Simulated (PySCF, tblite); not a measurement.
# C3H11NO2Si2: geometry, infrared bands and NMR shifts

What infrared bands and NMR shifts should C3H11NO2Si2 (`C=CCO[Si@H](N)O[SiH3]`) show?

Computed with tblite 0.8.0 and PySCF 2.14.0, with density-fitted response routines of our own, on a single molecule in the gas phase. Atoms count from 0, in the outputs and in this text.

## Step 1: The starting structure

19 atoms, charge 0, multiplicity 1; geometry from: force field or distance geometry start.

Bonds of the start (Å): C0–C1 1.36, C1–C2 1.49, C2–O3 1.41, O3–Si4 1.65, Si4–N5 1.69, Si4–O6 1.63, O6–Si7 1.66, C0–H8 1.09, C0–H9 1.07, C1–H10 1.08, C2–H11 1.11, C2–H12 1.10, Si4–H13 1.48, N5–H14 1.02, N5–H15 1.02, Si7–H16 1.49, Si7–H17 1.48, Si7–H18 1.48.

## Step 2: Geometry optimisation with GFN2-xTB

What the job is given:

```
{"job": {"kind": "relax", "xc": "GFN2-xTB", "basis": "xTB"}, "charge": 0, "multiplicity": 1}
C      2.987500    -0.927900    -0.480000
C      2.232500    -0.646600    -1.571400
C      0.839000    -0.120400    -1.574500
O      0.355500     0.093400    -0.263100
Si    -1.208700     0.555700    -0.036600
N     -1.257100     2.198700    -0.425700
O     -1.659400     0.483100     1.526200
Si    -1.879700    -0.676700     2.688300
H      2.601800    -0.774800     0.526900
H      3.985300    -1.308800    -0.573100
H      2.673300    -0.824800    -2.543800
H      0.194300    -0.844300    -2.107000
H      0.823800     0.831900    -2.121900
H     -2.135500    -0.171600    -0.925000
H     -0.539400     2.658500     0.142500
H     -2.137400     2.570200    -0.070300
H     -2.865800    -1.678600     2.200200
H     -2.417200    -0.055900     3.917300
H     -0.602600    -1.352000     2.999700
```

Run with:

```console
$ OMP_NUM_THREADS=1 python probes_run.py task.json out
```

The driver reads the jobs from task.json and runs them one after another.

**Question.** This job is followed by: GFN2-xTB harmonic vibrations, gas phase; GIAO PBE0/pcSseg-1 NMR shielding, non-relativistic, gas phase. Predict these results of the whole session: strongest single infrared mode (GFN2-xTB); zero-point energy (GFN2-xTB); ¹³C shifts against TMS (PBE0/pcSseg-1); ¹H shifts against TMS (PBE0/pcSseg-1, means over atoms taken as alike); ¹⁷O shifts against H2O (PBE0/pcSseg-1); ²⁹Si shifts against TMS (PBE0/pcSseg-1); ¹⁵N shifts against NH3 (PBE0/pcSseg-1); surface potential, 1st and 99th percentile.

**Answer**, as computed:

| quantity | value |
| --- | --- |
| strongest single infrared mode (GFN2-xTB) | 1109 cm⁻¹, 750 km/mol |
| zero-point energy (GFN2-xTB) | 85.2 kcal/mol |
| ¹³C shifts against TMS (PBE0/pcSseg-1) | 149.0, 117.9, 66.3 ppm |
| ¹H shifts against TMS (PBE0/pcSseg-1, means over atoms taken as alike) | 6.31, 5.94, 5.58, 5.22, 4.70, 4.58, 4.53, 0.79 ppm |
| ¹⁷O shifts against H2O (PBE0/pcSseg-1) | 56.3, 34.7 ppm |
| ²⁹Si shifts against TMS (PBE0/pcSseg-1) | -49.0, -55.3 ppm |
| ¹⁵N shifts against NH3 (PBE0/pcSseg-1) | 32.0 ppm |
| surface potential, 1st and 99th percentile | -1.21 V and 1.40 V |

**Reading.** Over 230 steps the energy fell by 0.483 eV; of the close pairs, O6–Si7 changed most, 1.657 to 1.613 Å. The lowest mode is imaginary (31i cm⁻¹), so the xTB geometry is not a minimum. The strongest single mode, at 1109 cm⁻¹, moves mainly O6. Unscaled tight-binding wavenumbers are off by several per cent, some by more. Its intensities can rank the bands wrongly. C1 (alkene CH) lies farthest downfield among carbon, at 149.0 ppm; an sp2 carbon of a C=C bond. The most deshielded hydrogen is H10 (hydrogen on an alkene CH), at 6.31 ppm: attached to an sp2 carbon and in the plane of the double bond.
